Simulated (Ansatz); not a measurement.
**NiPtF6: one geometry, two states**

An SCF can end in more than one state. Here NiPtF6, a crystal from a database, its volume scaled a little, is run from each state found earlier: which lies lowest, and what else changes?

Program: Ansatz 0.2.0. Level of theory: DFT, r2SCAN, plane waves, PAW. These are calculated values, not measurements.

### Step 1. Geometry

It takes space group R-3 (No. 148, trigonal). The conventional cell has a = 4.942 Å, b = 4.942 Å, c = 13.713 Å, α = 90.00°, β = 90.00°, γ = 120.00°. Ni (site symmetry -3) is surrounded by 6 F at 1.96 Å. F (site symmetry 1) is surrounded by 1 Pt at 1.90 Å and 1 Ni at 1.96 Å. Pt (site symmetry -3) has 6 F at 1.90 Å as nearest neighbours.

Its coordinates follow in the input file.

The states: A, no atom with a moment over 0.3 μB (no spin polarisation); B, Ni1 up (collinear spin). Each run reads its own saved solution as saved_state.

### Step 2. State A: the run

Input file input.yaml:

```yaml
crystal:
  lattice:
    - [2.47095341, 1.42660721, 4.5710132]
    - [-2.47095341, 1.42660721, 4.5710132]
    - [0.0, -2.85321441, 4.5710132]
  atoms:
    - { symbol: Ni, position: [0.5, 0.5, 0.5] }
    - { symbol: F, position: [0.242, 0.627, 0.882] }
    - { symbol: F, position: [0.882, 0.242, 0.627] }
    - { symbol: F, position: [0.627, 0.882, 0.242] }
    - { symbol: F, position: [0.758, 0.373, 0.118] }
    - { symbol: F, position: [0.118, 0.758, 0.373] }
    - { symbol: F, position: [0.373, 0.118, 0.758] }
    - { symbol: Pt, position: [0.0, 0.0, 0.0] }
kpoints:
  mp_grid: { grid: [5, 5, 5], shift: [0, 0, 0] }
magnetization:
  spin_polarized: false
scf:
  occupations: { method: gaussian, width: 0.2779 }
  lower_state_search: "off"
  max_iter: 200
hamiltonian:
  pseudopotentials: { kind: paw }
  xc: r2scan
basis:
  ecutwfc: 500
  fft_grid_basis: typed
output:
  forces: true
  stress: true
  eigenvalues: true
  bader: true
  populations: true
  elf: true
  write_potential: true
  volumetric_format: npy
  dos:
    e_range: [-12, 8]
    de: 0.05
    projected: { site_lists: { F: [F], Ni: [Ni], Pt: [Pt] } }
  write_density: true
checkpoint:
  read: saved_state
```

Run with:

```console
$ ansatz run input.yaml --threads 1 --pin off --max-ram 2560MiB --backend cpu --events-out ev --progress --plain --runs-dir out
```

The log of the run (excerpt; [...] marks lines left out):

```text
Warning: crystal.lattice misses the space group found at crystal.symmetry.tolerance 1.0e-5 in a digit that the deck types, which is why this is a warning: making the lattice exact moves one of its numbers by a whole unit of that number's last typed decimal, or more. The operation that it [...]
Warning: RAYON_NUM_THREADS=1 ignored (pool sized by the plan → 1); use --threads N
[...]
Pseudopotentials: kind: paw
Pseudopotential: Ni, paw, valence charge 18, recommended cutoff 500 eV (meta_gga), Ni.paw.azcp
Pseudopotential: F, paw, valence charge 7, recommended cutoff 500 eV (meta_gga), F.paw.azcp
Pseudopotential: Pt, paw, valence charge 18, recommended cutoff 500 eV (meta_gga), Pt.paw.azcp
Functional definition: r2SCAN
[...]
Crystal: 8 atoms, lattice volume = 96.679 Å³
Basis set: ecut = 500 eV, 2435 PW (Γ), exchange–correlation on 160×160×160 points (64 copies of the dense FFT grid, shifted against one another)
Bands: 47, of which v1, the nominal top of the filled ones, is band 39 counted from 1 (38 counted from 0)
Symmetry: 6 space group operations
Space group: R-3 (ITA 148), of the structure as read, at distance tolerance 4.6e-5 Å
k-points: 23 of 125
[...]
SCF iter   1: F=-23235.927837 eV  HF=-23235.908231 eV  |F-HF|=1.96e-2  |Δ(HF+E_count)|=         —  Δρ=3.13e-3  dr2=8.75e-4  dr2_τ=1.30e-3  ethr=1.12e-6  ⟨swp⟩=3.0  Hψ=6658  notcnv=0
[...]
SCF iter   8: F=-23235.928506 eV  HF=-23235.928506 eV  |F-HF|=1.38e-9  |Δ(HF+E_count)|=   3.73e-8  Δρ=6.38e-6  dr2=1.86e-8  dr2_τ=3.53e-9  ethr=1.28e-10  ⟨swp⟩=7.0  Hψ=7652  notcnv=0
[...]
SCF converged after 8 iterations
Free energy (F): -23235.928506 eV
[...]
E sigma→0 (E₀):  -23235.789430 eV
Entropy (-TS):   -0.278153 eV (-34.769 meV/atom)
Fermi energy:    6.356010 eV
[...]
--- Forces (eV/Å), atoms counted from 1 ---
  atom   1  Ni     0.00000000     0.00000000     0.00000000
  atom   2  F      1.19556511     0.07085328    -0.78548242
  atom   3  F     -0.65914330     0.99996311    -0.78548242
  atom   4  F     -0.53642181    -1.07081640    -0.78548242
  atom   5  F     -1.19556511    -0.07085328     0.78548242
  atom   6  F      0.65914330    -0.99996311     0.78548242
  atom   7  F      0.53642181     1.07081640     0.78548242
  atom   8  Pt     0.00000000     0.00000000     0.00000000
[...]
--- Stress (GPa, compression-positive) ---
        8.005717      -0.000024       0.000000
        0.000024       8.005717      -0.000000
       -0.000000      -0.000000       7.437320
  P = ⅓ Tr σ = 7.8163 GPa (78.163 kbar)
--- Band table (eV; the first three rows and the last of 23) ---
[...]
--- Löwdin populations: 8 sites ---
  site symbol       q [e]
     0     Ni     16.6708
     1      F      7.4949
     2      F      7.4949
     3      F      7.4949
     4      F      7.4949
     5      F      7.4949
     6      F      7.4949
     7     Pt     16.0697
  spilling = 0.003717 (of n_electrons = 78.000000)
--- Bader charges: 8 sites ---
  site symbol  charge [e]  shift [e]
     0     Ni      1.4846     0.0080
     1      F     -0.5948     0.0035
     2      F     -0.5948     0.0035
     3      F     -0.5948     0.0035
     4      F     -0.5948     0.0035
     5      F     -0.5948     0.0035
     6      F     -0.5948     0.0035
     7     Pt      2.0840     0.0130
  estimated error of the sums over rays = 1.7e-4 e
```

Wall time 54 s (1 thread of an x86-64 CPU, shared host); peak memory 0.74 GiB.

### Step 3. What state A looks like

States per cell by energy window, from dos.tsv and pdos.tsv (tetrahedra; eV from the Fermi level):

| from | to | total | F p | Ni d | Pt d |
| --- | --- | --- | --- | --- | --- |
| -8.0 | -7.0 | 5.08 | 3.32 | 0.10 | 1.57 |
| -7.0 | -6.0 | 6.92 | 5.74 | 0.32 | 0.72 |
| -6.0 | -5.0 | 5.31 | 4.80 | 0.35 | 0.09 |
| -5.0 | -4.0 | 12.70 | 12.14 | 0.31 | 0.14 |
| -4.0 | -3.0 | 0.00 | 0.00 | 0.00 | 0.00 |
| -3.0 | -2.0 | 2.07 | 0.50 | 0.61 | 0.94 |
| -2.0 | -1.0 | 9.92 | 2.31 | 5.04 | 2.46 |
| -1.0 | 0.0 | 1.68 | 0.32 | 1.09 | 0.21 |
| 0.0 | 1.0 | 2.32 | 0.43 | 1.73 | 0.10 |
| 1.0 | 2.0 | 0.34 | 0.11 | 0.01 | 0.19 |
| 2.0 | 3.0 | 3.65 | 1.35 | 0.21 | 1.89 |
| 3.0 | 4.0 | 0.00 | 0.00 | 0.00 | 0.00 |
| 4.0 | 5.0 | 0.01 | 0.00 | 0.00 | 0.00 |

By element, from the tables in the log (a charge is positive for electrons lost): Löwdin charges also hold the electrons that the projection spills.

| element | atoms | Bader charge (e) | Bader volume (Å³) | Löwdin charge (e) |
| --- | --- | --- | --- | --- |
| Ni | 1 | +1.48 | 8.4 | +1.33 |
| F | 6 | -0.59 | 12.8 | -0.50 |
| Pt | 1 | +2.08 | 11.6 | +1.93 |

The Löwdin projection spills 0.4 % of the electrons and depends on the orbitals chosen; where it disagrees with Bader's partition, neither is an observable.

### Step 4. Run from state B

Edit input.yaml of step 2 so:

```diff
@@ -16,4 +16,17 @@
   mp_grid: { grid: [5, 5, 5], shift: [0, 0, 0] }
+  band_path:
+    path:
+      - [0.0, 0.0, 0.0]
+      - [-0.5, -0.5, -0.5]
+      - [-0.5, -0.23160365, -0.76839635]
+      - [-0.23160365, 0.23160365, -0.5]
+      - [0.0, 0.0, -0.5]
+      - [0.0, 0.0, 0.0]
+      - [0.0, 0.36580183, -0.36580183]
+      - [-0.36580183, 0.0, -0.63419817]
+      - [-0.5, 0.0, -0.5]
+      - [0.0, 0.0, 0.0]
+    npoints: 6
 magnetization:
-  spin_polarized: false
+  spin_polarized: true
 scf:
```

Run with:

```console
$ ansatz run input.yaml --threads 1 --pin off --max-ram 2560MiB --backend cpu --events-out ev --progress --plain --runs-dir out
```

The log of the run (excerpt; [...] marks lines left out):

```text
Warning: crystal.lattice misses the space group found at crystal.symmetry.tolerance 1.0e-5 in a digit that the deck types, which is why this is a warning: making the lattice exact moves one of its numbers by a whole unit of that number's last typed decimal, or more. The operation that it [...]
Warning: RAYON_NUM_THREADS=1 ignored (pool sized by the plan → 1); use --threads N
band count auto-derived: 49 (N_el = 78.0; filled up to band 39; 47 by the electrons, moments and atoms)
[...]
[... 5 set-up lines as earlier in the session ...]
[...]
Crystal: 8 atoms, lattice volume = 96.679 Å³
Basis set: ecut = 500 eV, 2435 PW (Γ), exchange–correlation on 160×160×160 points (64 copies of the dense FFT grid, shifted against one another)
[...]
  atom   8  Pt     0.00000000     0.00000000    -0.00000000
[...]
--- Stress (GPa, compression-positive) ---
        8.365374      -0.000808       0.000000
        0.000808       8.365374      -0.000000
       -0.000000      -0.000000       7.311978
  P = ⅓ Tr σ = 8.0142 GPa (80.142 kbar)
--- Band table (eV; the first three rows and the last of 46) ---
[...]
--- Löwdin populations: 8 sites ---
  site symbol       q [e]    m [muB]
     0     Ni     16.5724     1.7065
     1      F      7.5146     0.0399
     2      F      7.5146     0.0399
     3      F      7.5146     0.0399
     4      F      7.5146     0.0399
     5      F      7.5146     0.0399
     6      F      7.5146     0.0399
     7     Pt     16.0379     0.0470
  spilling = 0.003874 (of n_electrons = 78.000000)
--- Bader charges: 8 sites ---
  site symbol  charge [e]  shift [e]    m [muB]
     0     Ni      1.5499     0.0078     1.7429
     1      F     -0.6114     0.0035     0.0335
     2      F     -0.6114     0.0035     0.0335
     3      F     -0.6114     0.0035     0.0335
     4      F     -0.6114     0.0035     0.0335
     5      F     -0.6114     0.0035     0.0335
     6      F     -0.6114     0.0035     0.0335
     7     Pt      2.1183     0.0134     0.0558
  estimated error of the sums over rays = 1.7e-4 e
```

Run time: 78 s. Hardware: 1 thread of an x86-64 CPU, shared host; peak memory 0.86 GiB.

### Step 5. What state B looks like

States per cell by energy window, from dos.tsv and pdos.tsv (tetrahedra; eV from the Fermi level):

| from | to | total | up | down | F p | Ni d | Pt d |
| --- | --- | --- | --- | --- | --- | --- | --- |
| -10.0 | -9.0 | 2.00 | 1.31 | 0.70 | 1.25 | 0.07 | 0.56 |
| -9.0 | -8.0 | 4.00 | 1.70 | 2.31 | 2.84 | 0.15 | 0.67 |
| -8.0 | -7.0 | 7.13 | 4.07 | 3.07 | 4.65 | 0.32 | 2.04 |
| -7.0 | -6.0 | 4.92 | 1.99 | 2.93 | 4.26 | 0.24 | 0.32 |
| -6.0 | -5.0 | 6.26 | 3.46 | 2.81 | 5.53 | 0.53 | 0.13 |
| -5.0 | -4.0 | 11.70 | 5.48 | 6.20 | 11.12 | 0.32 | 0.14 |
| -4.0 | -3.0 | 0.45 | 0.45 | 0.00 | 0.10 | 0.23 | 0.11 |
| -3.0 | -2.0 | 6.21 | 4.55 | 1.66 | 1.48 | 3.43 | 1.21 |
| -2.0 | -1.0 | 7.34 | 3.00 | 4.34 | 2.24 | 2.87 | 2.13 |
| -1.0 | 0.0 | 0.00 | 0.00 | 0.00 | 0.00 | 0.00 | 0.00 |
| 0.0 | 1.0 | 0.00 | 0.00 | 0.00 | 0.00 | 0.00 | 0.00 |
| 1.0 | 2.0 | 2.99 | 0.98 | 2.00 | 0.81 | 0.61 | 1.35 |
| 2.0 | 3.0 | 2.52 | 1.01 | 1.50 | 0.72 | 0.93 | 0.76 |
| 3.0 | 4.0 | 0.49 | 0.00 | 0.49 | 0.15 | 0.22 | 0.11 |
| 4.0 | 5.0 | 0.03 | 0.02 | 0.01 | 0.00 | 0.00 | 0.00 |

On the mesh the valence top lies at -1.10 eV and the conduction bottom at 1.14 eV on this scale.

Gathered by element (positive charge: electrons given up): Löwdin charges also hold the electrons that the projection spills.

| element | atoms | Bader charge (e) | Bader volume (Å³) | Löwdin charge (e) | Bader moment, size (μB) |
| --- | --- | --- | --- | --- | --- |
| Ni | 1 | +1.55 | 8.3 | +1.43 | 1.74 |
| F | 6 | -0.61 | 12.8 | -0.51 | 0.03 |
| Pt | 1 | +2.12 | 11.6 | +1.96 | 0.06 |

The Löwdin projection spills 0.4 % of the electrons and depends on the orbitals chosen; where it disagrees with Bader's partition, neither is an observable.

The main site moments: Ni1 up.

### Step 6. Comparison

| state | free energy (meV/atom) | largest site moment (μB) | size of the net moment (μB/cell) | gap (eV) | pressure (GPa) | largest force (eV/Å) | SCF cycles |
| --- | --- | --- | --- | --- | --- | --- | --- |
| A | 215.3 | – | – | metal | 7.8 | 1.43 | 8 |
| B | 0.0 | 1.69 | 2.00 | 2.24 | 8.0 | 1.02 | 10 |

**Reading.** State B lies lowest, 215.3 meV per atom under state A. They differ in kind: A is a metal, B is gapped. Spin-orbit coupling, left out here, can change that for 5d elements. Not all runs allow spin: where it is off, the gap in energy is mostly the cost of forbidding moments, not two ends of one search.

Caveats: a 3d oxide or halide that comes out metallic without a U or exact exchange, which may be an insulator in nature; the k mesh is coarse for a cell without a gap; wide smearing; gaps of Fe, Co and Ni magnets can come out low on these datasets.
